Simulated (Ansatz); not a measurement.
Runs of Ansatz 0.2.0 on GdO. The structure is cubic, space group F-43m (No. 216). Conventional cell: a = 5.400 Å, b = 5.400 Å, c = 5.400 Å, α = 90.00°, β = 90.00°, γ = 90.00°. Gd (site symmetry -43m) is surrounded by 4 O at 2.34 Å. O (site symmetry -43m) has 4 Gd at 2.34 Å as nearest neighbours. 

| task | level | cell | cutoff (eV) | points for each segment of the path | mesh quality | gap on the mesh (eV) | pressure (GPa) | moment (μB) | relaxed volume (Å³/atom) |
| --- | --- | --- | --- | --- | --- | --- | --- | --- | --- |
| band structure | HSE03 | as given | 420 | 4 | coarse | none | -2.2 | 7.98 | - |
| single point | HF | as given | 420 | - | not flagged | 6.14 | 4.5 | 8.00 | - |
| relaxation of cell and atoms | B3LYP | relaxed | 420 | - | coarse | none | 0.0 | 6.02 | 19.70 |
| relaxation of cell and atoms | HF | relaxed | 420 | - | not flagged | (a) | 0.0 | 8.00 | (b) |
| relaxation of cell and atoms | HSEsol | relaxed | 420 | - | coarse | none | 0.0 | 7.98 | (c) |
| single point | r2SCAN50 | as given | 500 | - | not flagged | 1.93 | -3.4 | 8.00 | - |
| single point | r2SCANh | as given | 500 | - | coarse | none | -2.5 | 7.98 | - |
| band structure | HSEsol | as given | 420 | 4 | coarse | none | -4.9 | 7.98 | - |
| relaxation of cell and atoms | HSE06 | relaxed | 420 | - | coarse | none | 0.0 | 7.98 | 19.26 |
| single point | r2SCAN0 | as given | 500 | - | not flagged | 0.58 | -2.8 | 8.00 | - |
| relaxation of cell and atoms | HSE03 | relaxed | 420 | - | coarse | none | 0.0 | 7.98 | 19.28 |
| band structure | HSE06 | as given | 420 | 4 | coarse | none | -2.2 | 7.98 | - |

Alike in all rows: potentials or basis Ansatz PAW; spin collinear, ferromagnetic start; k mesh 5 × 5 × 5; smearing fermi-dirac 0.05 eV.

Question: Fill in the values left out.

Answer: (a) 6.06; (b) 20.45; (c) 18.79.

Caveats: some runs use coarse meshes; the magnetic or orbital state may not be the lowest; spin-orbit coupling is left out, which moves the levels of the heavy elements; a cell with one magnetic atom can't hold antiferromagnetic order, which such compounds often take; the PAW data sets come from PBE, with cores solved anew for the run's functional, which leaves a small shift of forces and pressure; the thresholds are loose for stress (some runs); the plane-wave basis is chosen anew once the cell has moved, so the energies of steps on either side of that aren't comparable (some runs); odd divisions of the mesh miss points on the zone boundary, where band edges often lie, so the gap on the mesh can be too wide (some runs).

A k mesh can miss the band edges, and the runs leave out spin-orbit coupling on Gd.

A gap of «none» marks a metal or a gap under the smearing width.
